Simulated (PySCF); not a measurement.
# CH₁₁PSi₃: magnetic properties

One table from this session's results is given with a row withheld; the runs are named, their logs left out.

Computed with PySCF 2.14.0 and routines of our own; the level stands in each step. Atoms count from 0.

## The starting structure

16 atoms, charge 0, multiplicity 1; geometry from: PBE0-D3(BJ)/def2-SVP.

The first run:

Job settings and geometry (Å):

```
{"job": {"kind": "mag", "xc": "KT1", "basis": "pcSseg-1"}, "charge": 0, "multiplicity": 1}
Si    -2.456928     0.655922     0.609916
C     -1.348205    -0.010313    -0.760781
Si    -0.203253    -1.421010    -0.270711
P      0.931264    -0.826073     1.603667
Si     2.003750     0.928772     0.666596
H     -3.336239     1.744863     0.083183
H     -3.320382    -0.437352     1.151477
H     -1.628910     1.209133     1.723825
H     -0.743479     0.822720    -1.159429
H     -1.984700    -0.362747    -1.591065
H      0.728007    -1.753138    -1.394901
H     -1.004369    -2.641077     0.053705
H      2.001950    -1.748335     1.390608
H      2.465295     0.670788    -0.734249
H      1.049475     2.078418     0.644177
H      3.181981     1.286703     1.510693
```

Method: GIAO KT1/pcSseg-1 magnetisability, rotational g tensor and spin-rotation constants, non-relativistic, gas phase.

The run is started by

```sh
$ OMP_NUM_THREADS=1 python excited_run.py task.json out
```

This one command runs all jobs of the session in turn.

Steps of the session up to this table: Magnetic properties: GIAO KT1/pcSseg-1; Magnetic properties: GIAO B3LYP/pcSseg-1; Magnetic properties: GIAO OPBE/pcSseg-1; Magnetic properties: GIAO B97-2/pcSseg-1; Magnetic properties: GIAO BP86/pcSseg-1; Magnetic properties: GIAO KT2/pcSseg-1.

One of the session's tables, all rows but one given; the rest of the session is left out.

```
              level  gap (eV)
  GIAO KT1/pcSseg-1      5.24
GIAO B3LYP/pcSseg-1         ?
 GIAO OPBE/pcSseg-1      5.54
GIAO B97-2/pcSseg-1      7.05
 GIAO BP86/pcSseg-1      5.40
  GIAO KT2/pcSseg-1      5.30
```

**Question.** Estimate the row for GIAO B3LYP/pcSseg-1.

As computed: gap (eV): 6.88. In the column «gap (eV)» it lies between GIAO OPBE/pcSseg-1 (5.54) and GIAO B97-2/pcSseg-1 (7.05).

Caveats from the session: Vibrational averaging and real surroundings are missing from these values.
